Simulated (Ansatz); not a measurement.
# AlBrClFHSb, SMILES [F][AlH][Sb]([Cl])[Br]: a geometry optimisation

Program: the Python package of Ansatz (0.2.0).

Typed at the interpreter:
```pycon
>>> import ansatz as az
>>> import numpy as np
>>> import pandas as pd
>>> BASIS = "def2-SVP"
>>> FUNCTIONAL = "CAM-B3LYP"
>>> GEOMETRY = """
... F    -1.71660   -0.03870    1.29720
... Al    0.01810    0.20840    1.19630
... Sb    1.23620   -0.08130   -1.12970
... Cl    0.13030   -2.09420   -1.58700
... Br   -0.47700    1.35140   -2.33430
... H     0.85110    0.59040    2.51120
... """
>>> system = az.Crystal.molecule()
>>> for line in GEOMETRY.strip().splitlines():
...     symbol, *xyz = line.split()
...     system = system.atom(symbol, [float(v) for v in xyz])
...
>>> calc = (
...     system.calculation()
...     .basis(gaussian=BASIS)
...     .functional(FUNCTIONAL)
... )
>>> symbols = [site.symbol for site in system.cartesian_sites]
>>> start = np.array([site.position_ang for site in system.cartesian_sites], dtype=float)
>>> def progress(event):
...     if event["event"] == "relax_step":
...         row = event["data"]
...         print(f"step {row['step']:3d}  E = {row['lagrangian_ev']:.6f} eV  max force {row['allowed_force_max_ev_ang']:.4f} eV/A")
...
>>> summary = calc.relax(force_tolerance=0.01).session().plan().execute(on_event=progress).report
step   1  E = -98426.610394 eV  max force 2.4269 eV/A
step   2  E = -98426.739678 eV  max force 1.4709 eV/A
step   3  E = -98426.785002 eV  max force 1.2320 eV/A
step   4  E = -98426.807484 eV  max force 1.0319 eV/A
step   5  E = -98426.823104 eV  max force 0.5716 eV/A
step   6  E = -98426.835567 eV  max force 0.1328 eV/A
step   7  E = -98426.839891 eV  max force 0.2725 eV/A
step   8  E = -98426.865344 eV  max force 0.5955 eV/A
step   9  E = -98426.914318 eV  max force 0.6280 eV/A
step  10  E = -98426.981538 eV  max force 0.6657 eV/A
step  11  E = -98427.046320 eV  max force 0.6715 eV/A
step  12  E = -98427.129131 eV  max force 0.4398 eV/A
step  13  E = -98427.109237 eV  max force 0.3810 eV/A
step  14  E = -98427.143088 eV  max force 0.0853 eV/A
step  15  E = -98427.144015 eV  max force 0.0953 eV/A
step  16  E = -98427.145096 eV  max force 0.0410 eV/A
step  17  E = -98427.145195 eV  max force 0.0057 eV/A
>>> end = np.array(summary["positions_ang"])
>>> for key in ("converged", "free_energy_ev", "reference_energy_ev", "n_frozen", "n_occupied", "n_virtual"):
...     print(f"{key:22s} {summary[key]}")
...
converged              True
free_energy_ev         -98427.14532415914
reference_energy_ev    -98427.14532415914
n_frozen               0
n_occupied             [49, 49]
n_virtual              [64, 64]
>>> print("bond        before    after (A)")
bond        before    after (A)
>>> for i, j in [(0, 1), (1, 2), (1, 5), (2, 3), (2, 4)]:
...     d0, d1 = (np.linalg.norm(xyz[i] - xyz[j]) for xyz in (start, end))
...     print(f"{symbols[i]}{i}-{symbols[j]}{j}".ljust(10), f"{d0:8.4f} {d1:8.4f}")
...
F0-Al1       1.7551   1.6624
Al1-Sb2      2.6416   2.6722
Al1-H5       1.6027   1.5670
Sb2-Cl3      2.3418   2.3716
Sb2-Br4      2.5375   2.7071
>>> charges = summary["charge_distribution"]
>>> table = pd.DataFrame({"atom": symbols, "mulliken": charges["mulliken_charges_e"], "lowdin": charges["lowdin_charges_e"]})
>>> table.round(3)
  atom  mulliken  lowdin
0    F    -0.377  -0.037
1   Al     0.710  -0.158
2   Sb     0.361   0.174
3   Cl    -0.268  -0.007
4   Br    -0.268   0.148
5    H    -0.159  -0.122
>>> print("dipole (e A):", np.round(charges["dipole_moment_e_ang"], 4) + 0.0)
dipole (e A): [ 0.7194  0.1629 -0.0864]
>>> with open("albrclfhsb_opt.xyz", "w") as handle:
...     handle.write(f"{len(symbols)}\nrelaxed AlBrClFHSb\n")
...     handle.writelines(f"{s:2s} {x:11.6f} {y:11.6f} {z:11.6f}\n" for s, (x, y, z) in zip(symbols, end))
...
21
```

It writes `albrclfhsb_opt.xyz`:
```text
6
relaxed AlBrClFHSb
F    -1.451762   -0.484403    1.274289
Al   -0.057061    0.347225    0.918238
Sb    1.397503   -0.542835   -1.139089
Cl   -0.114191   -2.243254   -1.808371
Br   -0.304340    1.557660   -1.281537
H     0.571951    1.301607    1.990169
```

Total energies depend on the basis set; only differences at equal settings carry meaning. The end point is the stationary point reached from this start; no frequency run checks that it is a minimum, and the basis set is modest. def2 sets replace the cores of elements past krypton by effective core potentials. The Löwdin charges here are taken after orthogonalising the functions within each atom; they differ from plain Löwdin charges, and their signs can be unphysical. The bonding changed during the relaxation, so the end is another isomer than the start names. It ran for 2.7 min on 1 thread of Arm Neoverse V2 (shared host), peak memory 0.5 GiB.

(Lines on the test bed's own set-up are left out of the output.)
